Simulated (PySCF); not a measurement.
# [Eu(PH3)]3+: forces at shaken geometries

How stiff is [Eu(PH3)]3+? Its atoms are displaced at random by several amounts. The structure is generated, not taken from experiment.

Program: PySCF 2.14.0. Level of theory: r2SCAN, Eu lcecp-1-SVP with ECP52, P def2-SVP, H def2-SVP; scalar-relativistic core potentials, no spin–orbit coupling. These are calculated values, not measurements.

4 further runs of the same task are left out: 2 for a known fault of the program, 1 that didn't finish, 1 set aside as unsound or not needed.

## Step 1: Starting geometry

5 atoms, charge 3, spin multiplicity 1.

Bond lengths: Eu1–P2 2.955 Å, P2–H3 1.429 Å, P2–H4 1.429 Å, P2–H5 1.429 Å. Angles: Eu1–P2–H3 112.0°, Eu1–P2–H4 112.0°, Eu1–P2–H5 112.0°, H3–P2–H4 106.8°, H3–P2–H5 106.8°, H4–P2–H5 106.8°.

Geometry (Å):

```tsv
atom	x (Å)	y (Å)	z (Å)
Eu1	0.0000	0.0000	-0.4427
P2	0.0000	0.0000	2.5120
H3	1.3248	0.0000	3.0467
H4	-0.6624	1.1473	3.0467
H5	-0.6624	-1.1473	3.0467
```

Formal oxidation states: Eu +3. Each metal's 6 4f electrons lie in its core potential, so multiplicities, spins and levels count the valence alone. An earlier session relaxed this geometry at r2SCAN, Eu lcecp-1-SVP with ECP52, P def2-SVP, H def2-SVP (singlet, point group C3v).

Its energy there is -377.017797 Eh.

## Step 2: Atoms moved at random, σ = 0.1 Å

Contents of run.py (the lines that set the calculation):

```python
mol = gto.M(atom='''
Eu    -0.09615     0.01401    -0.54642
P      0.11789    -0.14625     2.56343
H      1.41570     0.10710     2.96229
H     -0.69325     1.15967     3.10935
H     -0.74419    -1.13453     3.12081''',
    basis={'Eu': 'lcecp-1-SVP', 'P': 'def2-SVP', 'H': 'def2-SVP'},
    ecp={'Eu': 'lcecp-1-SVP'},
    charge=3, spin=0)
mf = dft.RKS(mol, xc='R2SCAN')
mf.grids.atom_grid = (50, 194)  # f atoms: unpruned, at least (60, 302)
mf = mf.density_fit()  # fitting sets: Eu AutoAux, P def2-universal-JKFIT, H def2-universal-JKFIT
mf.conv_tol = 1e-08; mf.max_cycle = 55
mf.kernel(dm0)  # dm0: the density of the relaxed state
```

Run with:

```bash
OMP_NUM_THREADS=2 python run.py
```

## Step 3: Atoms moved at random, σ = 0.06 Å

Contents of run.py (the lines that set the calculation):

```python
mol = gto.M(atom='''
Eu     0.00664    -0.04422    -0.41403
P     -0.04474    -0.03853     2.40455
H      1.37025     0.02626     3.02730
H     -0.67957     1.21579     3.14579
H     -0.65257    -1.15930     3.04585''',
    basis={'Eu': 'lcecp-1-SVP', 'P': 'def2-SVP', 'H': 'def2-SVP'},
    ecp={'Eu': 'lcecp-1-SVP'},
    charge=3, spin=0)
mf = dft.RKS(mol, xc='R2SCAN')
mf.grids.atom_grid = (50, 194)  # f atoms: unpruned, at least (60, 302)
mf = mf.density_fit()  # fitting sets: Eu AutoAux, P def2-universal-JKFIT, H def2-universal-JKFIT
mf.conv_tol = 1e-08; mf.max_cycle = 55
mf.kernel(dm0)  # dm0: the density of the relaxed state
```

## Step 4: Atoms moved at random, σ = 0.15 Å

Contents of run.py (the lines that set the calculation):

```python
mol = gto.M(atom='''
Eu    -0.01138    -0.06763    -0.61172
P      0.13395    -0.02145     2.40604
H      1.12332    -0.21253     2.94338
H     -0.67459     1.25130     3.19477
H     -0.57130    -0.94969     3.27699''',
    basis={'Eu': 'lcecp-1-SVP', 'P': 'def2-SVP', 'H': 'def2-SVP'},
    ecp={'Eu': 'lcecp-1-SVP'},
    charge=3, spin=0)
mf = dft.RKS(mol, xc='R2SCAN')
mf.grids.atom_grid = (50, 194)  # f atoms: unpruned, at least (60, 302)
mf = mf.density_fit()  # fitting sets: Eu AutoAux, P def2-universal-JKFIT, H def2-universal-JKFIT
mf.conv_tol = 1e-08; mf.max_cycle = 55
mf.kernel(dm0)  # dm0: the density of the relaxed state
```

**Question.** What will these runs give? Wanted: for each run, σ; energy rise; harmonic estimate −½ F·u; largest force component.

The runs gave:

| σ (Å) | energy rise (eV) | harmonic estimate −½ F·u (eV) | largest force component (eV/Å) |
| --- | --- | --- | --- |
| 0.1 | 0.588 | 0.522 | 3.00 |
| 0.06 | 0.378 | 0.351 | 2.56 |
| 0.15 | 2.256 | 2.369 | 12.67 |

Every displacement raises the energy. For a harmonic well the rise equals −½ F·u; the two differ by at most 11 % here (a move with σ = 0.1 Å), from anharmonicity, the grid and the small forces left at the relaxed point. These are double-zeta-type bases without diffuse functions. Spin–orbit coupling is left out.
